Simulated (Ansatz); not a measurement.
Run this with the Ansatz DFT code, driven from Python and show what comes out.

`run_elastic.py`
```python
"""Stiffness tensor and moduli of LiCd."""

import logging
import sys
import warnings

import ansatz as az
import numpy as np

logging.basicConfig(stream=sys.stdout, format="[%(levelname)s] %(message)s")
logger = logging.getLogger("calc")
logger.setLevel(logging.INFO)

warnings.simplefilter("ignore", az.DeckWarning)

lattice = az.Lattice.of(
    (0.0, 3.33242039, 3.33242039),
    (3.33242039, 0.0, 3.33242039),
    (3.33242039, 3.33242039, 0.0),
)
sites = [
    ("Li", (0.25, 0.25, 0.25)),
    ("Li", (0.0, 0.0, 0.0)),
    ("Cd", (0.75, 0.75, 0.75)),
    ("Cd", (0.5, 0.5, 0.5)),
]
system = az.Crystal(lattice=lattice)
for symbol, position in sites:
    system = system.atom(symbol, position)

calc = (
    system.calculation()
    .functional("PBEsol", dispersion="d4")
    .occupations("methfessel_paxton", width=300 * az.meV)
    .mixing("broyden", beta=0.2)
    .scf(tolerance=1e-05, lower_state_search="off")
    .kpoints(11, 11, 11)
)
out = calc.elastic("relaxed_ion").run()
elastic = out.elastic

logger.info("C_ij (GPa), Voigt order xx yy zz yz xz xy")
for row in elastic.c_gpa:
    print(" ".join(f"{value:8.1f}" for value in row))
print("smallest eigenvalue of C:", round(elastic.stability.min_eigenvalue_gpa, 1), "GPa; tensor positive definite:", elastic.stability.min_eigenvalue_gpa > 0)
# averaged moduli need a positive definite tensor
if elastic.stability.min_eigenvalue_gpa > 0:
    for name, value in elastic.moduli.to_plain().items():
        logger.info(f"{name:14s} {value:9.3f}")
    S = np.linalg.inv(elastic.c_gpa)
    print("Young modulus along x, y, z (GPa):", np.round(1 / np.diag(S)[:3], 1))
    print("linear compressibility along x, y, z (1/TPa):", np.round(1000 * S[:3, :3].sum(axis=1), 2))
```

Output of `python run_elastic.py`:
```text
[INFO] C_ij (GPa), Voigt order xx yy zz yz xz xy
    39.9     31.5     31.5      0.0      0.0      0.0
    31.5     39.9     31.5      0.0     -0.0     -0.0
    31.5     31.5     39.9     -0.0     -0.0     -0.0
    -0.0      0.0      0.0     31.6     -0.0     -0.0
     0.0     -0.0      0.0      0.0     31.6     -0.0
    -0.0      0.0      0.0      0.0     -0.0     31.6
smallest eigenvalue of C: 8.4 GPa; tensor positive definite: True
[INFO] k_voigt_gpa       34.339
[INFO] k_reuss_gpa       34.339
[INFO] k_hill_gpa        34.339
[INFO] g_voigt_gpa       20.647
[INFO] g_reuss_gpa        8.733
[INFO] g_hill_gpa        14.690
[INFO] youngs_gpa        38.571
[INFO] poisson            0.313
Young modulus along x, y, z (GPa): [12.1 12.1 12.1]
linear compressibility along x, y, z (1/TPa): [9.71 9.71 9.71]
```

Notes:
- The settings weren't tested for convergence.
- The cell isn't relaxed first, so the values belong to this volume.
- Dispersion corrections can be off by several per cent in the lattices of metals, and by several GPa in the pressure at a fixed cell.
- A positive definite tensor excludes instabilities under uniform strain alone; phonons elsewhere in the zone can still be imaginary.
- The program warned that this SCF threshold is loose for forces or stresses.
- This cell is a computed structure, which may not be the phase found in nature.
- Shear constants of a metal converge slowly with the k-point mesh and can be wrong in sign on a coarse one; the constants belong to the cell that was strained.
- The script silences the warnings on its input, which a real study should read.
- The whole script took 4.8 min on 1 thread of Arm Neoverse V2, with other jobs on the host, peak memory 0.66 GiB.

(A comment or docstring line of the script was reworded after the run, the code is as it ran.)
